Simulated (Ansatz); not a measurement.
# CH12Si4: the cost of one run

Program: Ansatz 0.2.0. Level of theory: RKS PBE0-D4/STO-3G. These are calculated values, not measurements.

### Step 1. The system as given

Bond lengths (14 of 16 bonds, heavy atoms first): Si1–C2 1.870 Å, Si1–Si6 2.220 Å, Si1–Si10 2.218 Å, Si1–Si14 2.218 Å, C2–H3 1.110 Å, C2–H4 1.110 Å, C2–H5 1.110 Å, Si6–H7 1.460 Å, Si6–H8 1.460 Å, Si6–H9 1.460 Å, Si10–H11 1.460 Å, Si10–H12 1.460 Å, Si10–H13 1.460 Å, Si14–H15 1.460 Å. Angles (14 of 30 angles, heavy atoms first): C2–Si1–Si6 109.5°, C2–Si1–Si10 109.5°, C2–Si1–Si14 109.5°, Si6–Si1–Si10 109.5°, Si6–Si1–Si14 109.5°, Si10–Si1–Si14 109.5°, Si1–C2–H3 109.5°, Si1–C2–H4 109.5°, Si1–C2–H5 109.5°, Si1–Si6–H7 109.5°, Si1–Si6–H8 109.5°, Si1–Si6–H9 109.5°, Si1–Si10–H11 109.5°, Si1–Si10–H12 109.5°.

The coordinates stand in the first input below.

### Step 2. Relaxing the start

File input.yaml:

```yaml
crystal:
  periodic: [false, false, false]
  atoms:
    - { symbol: Si, position_ang: [0.0, 0.0, 0.0] }
    - { symbol: C, position_ang: [0.0, 0.0, 1.87] }
    - { symbol: H, position_ang: [-0.9996, -0.3092, 2.2405] }
    - { symbol: H, position_ang: [0.7676, -0.7111, 2.2405] }
    - { symbol: H, position_ang: [0.232, 1.0203, 2.2405] }
    - { symbol: Si, position_ang: [2.0935, 0.0, -0.7393] }
    - { symbol: H, position_ang: [2.5508, -1.3762, -0.9079] }
    - { symbol: H, position_ang: [2.1573, 0.6939, -2.0222] }
    - { symbol: H, position_ang: [2.951, 0.6823, 0.2255] }
    - { symbol: Si, position_ang: [-1.0456, 1.8115, -0.7393] }
    - { symbol: H, position_ang: [-2.4302, 1.478, -1.0607] }
    - { symbol: H, position_ang: [-1.0215, 2.8436, 0.2931] }
    - { symbol: H, position_ang: [-0.3743, 2.3069, -1.9374] }
    - { symbol: Si, position_ang: [-1.0456, -1.8115, -0.7393] }
    - { symbol: H, position_ang: [-1.7029, -2.4846, 0.3772] }
    - { symbol: H, position_ang: [-2.0454, -1.4265, -1.7311] }
    - { symbol: H, position_ang: [-0.0777, -2.7173, -1.3511] }
basis:
  gaussian: { orbitals: STO-3G }
hamiltonian:
  xc: pbe0
  dispersion: d4
relax:
  f_tol: 0.02
  max_steps: 40
```

Launch:

```bash
> ansatz run input.yaml --threads 1 --pin off --max-ram 2048MiB --backend cpu --events-out ev --progress --plain --runs-dir out
```

What time and memory should one allow on 1 thread of Arm Neoverse V2, shared host?

About 84 s, with a peak of 0.14 GiB.
